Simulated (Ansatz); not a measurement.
Consider a comparison of functionals at one structure of SnPt₃, space group Pm-3m (the Ansatz DFT code, driven from Python).

Input file `snpt3.vasp`:
```text
SnPt3
1.0
   4.00000000    0.00000000    0.00000000
   0.00000000    4.00000000    0.00000000
   0.00000000    0.00000000    4.00000000
Sn Pt
1 3
Direct
   0.00000000    0.00000000    0.00000000
   0.00000000    0.50000000    0.50000000
   0.50000000    0.00000000    0.50000000
   0.50000000    0.50000000    0.00000000
```

Script `xc_snpt3.py`:
```python
# -*- coding: utf-8 -*-
"""Functional comparison for SnPt3 (totals differ with the potentials too)."""

import ansatz as az
from ase.io import read
from tabulate import tabulate


def main():
    atoms = read("snpt3.vasp", format="vasp")
    crystal = az.Crystal.from_ase(atoms)

    setup = (
        crystal.calculation()
        .pseudopotentials("paw")
        .basis(550)
        .kpoints(6, 6, 6)
        .occupations("cold")
        .stress()
    )

    rows = []
    for value in ["lda", "blyp", "pbesol"]:
        r = setup.functional(value).run().report
        rows.append((value, r["free_energy_ev"] / len(r["lattice"]["sites"]), r["n_iterations"], sum(r["stress_gpa"][i][i] for i in range(3)) / 3, r["n_kpoints"]))

    print(tabulate(rows, headers=["functional", "F/atom (eV)", "iterations", "P (GPa)", "k-points"], floatfmt=".4f", tablefmt="grid"))


if __name__ == "__main__":
    main()
```

Rank the functionals by the pressure that they give at this structure. What does the order say about their lattices?

From lowest to highest: LDA (-3.6 GPa), PBEsol (1.1 GPa) and BLYP (22.9 GPa). At a fixed cell a lower pressure usually means a smaller equilibrium volume, so LDA prefers the smallest cell and BLYP the largest.

The run itself:

```console
$ python xc_snpt3.py
+--------------+---------------+--------------+-----------+------------+
| functional   |   F/atom (eV) |   iterations |   P (GPa) |   k-points |
+==============+===============+==============+===========+============+
| lda          |   -10654.0119 |            6 |   -3.5632 |         20 |
+--------------+---------------+--------------+-----------+------------+
| blyp         |   -10922.0998 |            6 |   22.8694 |         20 |
+--------------+---------------+--------------+-----------+------------+
| pbesol       |   -10775.7061 |            6 |    1.0970 |         20 |
+--------------+---------------+--------------+-----------+------------+
```

What to keep in mind:
- BLYP can be off by several per cent in the lattices of metals, and by several GPa in the pressure at a fixed cell.
- The mesh is modest for a metal, so energies can be off by several to tens of meV an atom and pressures by half a GPa or more; differences at equal mesh fare better.
- Pressure is positive in compression.
- Spin-orbit coupling, which matters for elements this heavy, is left out.
- The structure is a deposited one; some such entries were measured under pressure or heat, so a shift against it needn't be the functional's error alone.
- Total energies of different functionals can't be compared; pressures, moments and gaps at this one structure can.
- Hardware and time: 14 s on 1 thread of Arm Neoverse V1, with other jobs on the host, peak memory 0.5 GiB.

(A comment or docstring line of the script was reworded after the run, the code is as it ran; lines on the test bed's own set-up are left out of the output.)
